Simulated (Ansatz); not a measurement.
Working through a test of the smearing width of MoS2, space group R-3m

Program: Ansatz 0.2.0 through its Python package.

The cells in order, each with its output:

In [1]:
```python
import csv
import warnings

import ansatz as az
```

In [2]:
```python
warnings.simplefilter('ignore', az.DeckWarning)
```

In [3]:
```python
lattice = az.Lattice.of(
    [1.5855, 0.91539, 6.115],
    [-1.5855, 0.91539, 6.115],
    [0.0, -1.83078, 6.115],
)
sites = [
    ('Mo', [0.0, 0.0, 0.0]),
    ('S', [0.75, 0.75, 0.75]),
    ('S', [0.25, 0.25, 0.25]),
]
structure = az.Crystal(lattice=lattice)
for symbol, position in sites:
    structure = structure.atom(symbol, position)
```

In [4]:
```python
structure.resolved().tree()['lattice']
```
Out [4]:
```text
((1.5855, 0.91539, 6.115), (-1.5855, 0.91539, 6.115), (0.0, -1.83078, 6.115))
```

In [5]:
```python
calc = (
    structure.calculation()
    .functional(az.Functional.PBESOL, dispersion='D4')
    .kpoints(11, 11, 11)
    .basis(21 * az.Ha)
    .stress()
)
```

In [6]:
```python
rows = []
for value in [0.5, 0.3, 0.2, 0.1]:
    summary = calc.occupations('methfessel_paxton', width=value).run().report
    rows.append((value, summary['free_energy_ev'] / len(summary['lattice']['sites']), summary['n_iterations'], sum(summary['stress_gpa'][i][i] for i in range(3)) / 3, summary['n_kpoints']))
```

In [7]:
```python
with open('smear.csv', 'w', newline='') as handle:
    writer = csv.writer(handle)
    writer.writerow(['width (eV)', 'F/atom (eV)', 'iterations', 'P (GPa)', 'k-points'])
    writer.writerows([round(v, 5) if isinstance(v, float) else v for v in row] for row in rows)
```

In [8]:
```python
# differences from the last row
for row in rows[:-1]:
    shift = 1000 * (row[1] - rows[-1][1])
    print(f'{row[0]}: {shift:+.2f} meV/atom' + ('  (within 2 meV)' if abs(shift) < 2 else ''))
```
```text
0.5: +1.60 meV/atom  (within 2 meV)
0.3: -0.27 meV/atom  (within 2 meV)
0.2: -0.16 meV/atom  (within 2 meV)
```

It writes `smear.csv`:
```csv
width (eV),F/atom (eV),iterations,P (GPa),k-points
0.5,-2223.34696,6,0.67778,146
0.3,-2223.34883,6,0.74273,146
0.2,-2223.34872,6,0.73958,146
0.1,-2223.34856,6,0.70825,146
```

Going from 0.1 to 0.5 eV changes F by +1.6 meV an atom. This scheme is built to cancel the term in the square of the width, so the shifts stay small and are partly the mesh's error. The pressure moves from 0.71 to 0.68 GPa.

Caveats:
- Spin is left out of this run.
- Dispersion corrections can be off by several per cent in the lattices of metals, and by several GPa in the pressure at a fixed cell.
- For a metal this k-point mesh is coarse: on a finer one energies can move by several to tens of meV an atom and pressures by half a GPa or more, differences at one mesh by less.
- Of the deposited cell: the entry's cell lengths or inner coordinates differ somewhat from later room-temperature determinations.
- The narrowest width needs the finest mesh, so the last row is no converged reference.
- Pressure is positive in compression.
- The structure is a deposited one; some such entries were measured under pressure or heat, so a shift against it needn't be the functional's error alone.
- It ran for 32 s on 1 thread of Intel(R) Xeon(R) Processor @ 2.30GHz, on a shared host, peak memory 0.62 GiB.
